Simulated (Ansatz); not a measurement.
Mg2As under changes of volume

One of the cells (21.346 Å³/atom); the others are scaled copies at fixed shape and fractional positions:

```xyz
6
Lattice="-1.9173 2.8046 5.9547 1.9173 -2.8046 5.9547 1.9173 2.8046 -5.9547" Properties=species:S:1:pos:R:3 pbc="T T T"
As    1.9173    0.0000    4.2397
As    0.0000    2.8046    1.7150
Mg    0.0000    0.0000    2.3489
Mg    1.9173    1.4306    0.0000
Mg    0.0000    1.3740    5.9547
Mg    0.0000    0.0000    9.5605
```

The cell comes from a database or a generator and needn't be the stable form of this composition.

```yaml
Program: Ansatz 0.2.0
Functional: PBE
Potentials_or_basis: Ansatz PAW
Cutoff: "420 eV (not typed: the program's choice for these potentials)"
k_mesh: 8 × 8 × 8
Occupations: fermi-dirac, width 0.05 eV
Spin: no spin polarisation
```

```tsv
volume (Å³/atom)	energy over the lowest point (meV/atom)	pressure (GPa)	largest force (eV/Å)
20.066	?	?	?
20.493	4.72	2.1	0.129
20.919	0.87	0.9	0.095
21.346	0.00	-0.2	0.074
21.773	1.83	-1.1	0.057
22.200	6.09	-2.0	0.064
22.627	12.55	-2.8	0.104
```

Task: What does the run at 20.066 Å³/atom give?

Result: Energy over the lowest point 11.88 meV/atom; pressure 3.4 GPa; largest force 0.186 eV/Å.

Worked out: A Birch-Murnaghan fit of order 3 (a polynomial in V^(-2/3)) to the other rows has its minimum at 21.26 Å³/atom with B0 = V·E''(V) = 51 GPa and B' = 4.1 at fixed shape and positions, which overstates the stiffness. It gives 11.89 meV/atom at 20.066 Å³/atom, against the run's 11.88, and -dE/dV = 3.4 GPa, against 3.4.

Energies are extrapolated to zero smearing.
